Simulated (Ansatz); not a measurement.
Run this with the Python package of Ansatz (0.2.0) and show what comes out.

The script, `run_spiral.py`:
```python
"""Energy of MnRh against the wavevector of a flat spiral."""

from dataclasses import dataclass

import ansatz as az
import numpy as np


@dataclass(frozen=True)
class Options:
    cutoff_ev: int = 510
    xc: str = "pbesol"
    occupations: str = "fermi_dirac"
    smearing_width: float = 0.15


opts = Options()


def main() -> None:
    mnrh = (
        az.Lattice.of((3.044, 0.0, 0.0), (0.0, 3.044, 0.0), (0.0, 0.0, 3.044))
        .atom("Mn", (0.0, 0.0, 0.0), moment=4, axis=(1, 0, 0))
        .atom("Rh", (0.5, 0.5, 0.5))
    )
    model = (
        mnrh.calculation()
        .basis(opts.cutoff_ev)
        .functional(opts.xc)
        .occupations(opts.occupations, width=opts.smearing_width)  # smearing steadies the SCF of a metal
        .kpoints(6)  # sampling of the Brillouin zone
        .spin("noncollinear")
    )
    # q in fractions of the reciprocal vectors; the moments turn in the xy plane
    rows = []
    for q in [0, 0.125, 0.25, 0.375, 0.5]:
        data = model.spin_spiral(tuple(q * np.eye(3)[2])).run(threads=1).report
        rows.append((q, data["free_energy_ev"], float(np.linalg.norm(data["site_moments_nc_mub"], axis=1).max()), data["n_kpoints"]))
    rows = [(q, 1000 * (e - rows[0][1]), m, nk) for q, e, m, nk in rows]
    for row in rows:
        print("; ".join(f"{name} = {round(v, 4) if isinstance(v, float) else v}" for name, v in zip(["q", "F - F(q=0) meV", "largest moment muB", "k-points"], row)))


if __name__ == "__main__":
    main()
```

```console
$ python run_spiral.py
q = 0; F - F(q=0) meV = 0.0; largest moment muB = 3.4556; k-points = 20
q = 0.125; F - F(q=0) meV = -0.5074; largest moment muB = 3.4773; k-points = 40
q = 0.25; F - F(q=0) meV = 19.1527; largest moment muB = 3.4898; k-points = 40
q = 0.375; F - F(q=0) meV = 47.1032; largest moment muB = 3.5062; k-points = 40
q = 0.5; F - F(q=0) meV = 67.6205; largest moment muB = 3.4843; k-points = 40
```

Reading the output:
- Other magnetic orders than the one started from may lie lower.
- For a metal this k-point mesh is coarse: on a finer one energies can move by several to tens of meV an atom and pressures by half a GPa or more, differences at one mesh by less.
- The smearing is wide enough that free energy and stress hold a thermal part of the electrons.
- The starting cell is as deposited in a crystallographic database; the results hold for this polymorph, which needn't be the stable one.
- Spirals without spin-orbit coupling; moments are free to shrink along the scan.
- Wall time of the script: 2.1 min on 1 thread of Arm Neoverse V2 (shared host), peak memory 0.49 GiB.

(Lines on the test bed's own set-up are left out of the output.)
